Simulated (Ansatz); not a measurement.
Working through a small convex hull of the Ta-Co system

Computed with Ansatz's Python interface.

Notebook, run cell by cell (the value of a cell's last expression is shown):

In [1]:
```python
from collections import Counter
import warnings

import ansatz as az
import matplotlib.pyplot as plt
from pymatgen.analysis.phase_diagram import PDEntry, PhaseDiagram
from pymatgen.core import Composition

PHASES = {
    "TaCo Pm-3m": (
        [[3.068399, 0.0, 0.0], [0.0, 3.068399, 0.0], [0.0, 0.0, 3.068399]],
        [
            ("Ta", [0.0, 0.0, 0.0]),
            ("Co", [0.5, 0.5, 0.5]),
        ],
    ),
    "TaCo3 Pm-3m": (
        [[3.67, 0.0, 0.0], [0.0, 3.67, 0.0], [0.0, 0.0, 3.67]],
        [
            ("Ta", [0.0, 0.0, 0.0]),
            ("Co", [0.0, 0.5, 0.5]),
            ("Co", [0.5, 0.0, 0.5]),
            ("Co", [0.5, 0.5, 0.0]),
        ],
    ),
    "Ta": (
        [[-1.65128, 1.65128, 1.65128], [1.65128, -1.65128, 1.65128], [1.65128, 1.65128, -1.65128]],
        [
            ("Ta", [0.0, 0.0, 0.0]),
        ],
    ),
    "Co": (
        [[2.5074, 0.0, 0.0], [-1.2537, 2.171472, 0.0], [0.0, 0.0, 4.0699]],
        [
            ("Co", [1 / 3, 2 / 3, 0.25]),
            ("Co", [2 / 3, 1 / 3, 0.75]),
        ],
    ),
}
MOMENTS = {"Co": 2.5}  # parallel starting moments in muB
```

In [2]:
```python
def build(vectors, sites):
    crystal = az.Crystal(lattice=az.Lattice.of(vectors))
    for symbol, position in sites:
        crystal = crystal.atom(symbol, position)
    return crystal
```

In [3]:
```python
POLARISED = {"TaCo Pm-3m", "TaCo3 Pm-3m", "Co"}
```

In [4]:
```python
def solve(name, crystal):
    calc = (
        crystal.calculation()
        .functional("lda")
        .basis(31 * az.Ry)
        .scf(tolerance=1e-08)
        .kpoints(spacing=0.3)
        .occupations("gaussian", width=0.05)
    )
    if name in POLARISED:
        calc = calc.spin("collinear")
    calc = calc.relax(force_tolerance=0.03, cell=True)
    return calc.run(threads=1)
```

In [5]:
```python
def counts(outcome):
    return Counter(site.symbol for site in outcome.lattice.sites)
```

In [6]:
```python
warnings.simplefilter("ignore", az.DeckWarning)
```

In [7]:
```python
phases = {name: build(*cell) for name, cell in PHASES.items()}
for name in ["TaCo Pm-3m", "TaCo3 Pm-3m", "Co"]:
    phases[name] = phases[name].moments({e: m for e, m in MOMENTS.items() if e in phases[name].species()})
```

In [8]:
```python
done = {name: solve(name, crystal) for name, crystal in phases.items()}
```
```text
RunWarning: the starting moments were not kept: the SCF closed with an absolute magnetisation of 4.7e-2 μB, where they sum to 2.5 μB in size (1 site). That is at most 0.1 of that sum. The system's moment may be that small; this SCF shows only that its start led to no larger one. To try another start: change the [...]
```

In [9]:
```python
entries = [PDEntry(Composition(dict(counts(o))), o.report["energy_sigma0_ev"], name=name) for name, o in done.items()]
diagram = PhaseDiagram(entries)
rows = [(e.name, e.composition.get_atomic_fraction("Co"), diagram.get_form_energy_per_atom(e), diagram.get_e_above_hull(e)) for e in entries]
rows.sort(key=lambda row: row[1])
print("     phase       x(Co)  E_form (eV/atom)  above hull (eV/atom)")
for row in rows:
    print(f"{str(row[0]):>10}  {row[1]:10.3f}  {row[2]:16.4f}  {row[3]:20.4f}")
print("on the hull of these phases:", ", ".join(row[0] for row in rows if row[3] < 1e-6))
stable = [row for row in rows if row[3] < 1e-6]
plt.figure(figsize=(4.5, 3.2))
plt.plot([row[1] for row in stable], [row[2] for row in stable], "k-o")
plt.plot([row[1] for row in rows], [row[2] for row in rows], "r.")
plt.xlabel("fraction of Co")
plt.ylabel("formation energy (eV/atom)")
plt.tight_layout()
plt.savefig("hull.png", dpi=100)
```
```text
     phase       x(Co)  E_form (eV/atom)  above hull (eV/atom)
        Ta       0.000            0.0000                0.0000
TaCo Pm-3m       0.500           -0.1352                0.0896
TaCo3 Pm-3m       0.750           -0.3371                0.0000
        Co       1.000            0.0000                0.0000
on the hull of these phases: Ta, TaCo3 Pm-3m, Co
```

Reading the output:
- These settings explore the input space; cutoff and mesh may be short of convergence.
- The SCF didn't keep the moments it started from (some shrank, vanished or turned); what is printed is the state reached.
- Spin-orbit coupling, which matters for elements this heavy, is left out.
- The cells come from databases of deposited and of computed structures, and not all need be stable phases.
- Warnings are shown shortened and without file and line.
- Differences under about 40 meV an atom lie within the error of mesh and functional, so such verdicts may flip; only the cells listed enter the hull.
- The script silences the warnings on its input, which a real study should read.
- Finished in 110 s on 1 thread of Arm Neoverse V1, on a shared host, peak memory 0.54 GiB.

(Lines on the test bed's own set-up are left out of the output.)
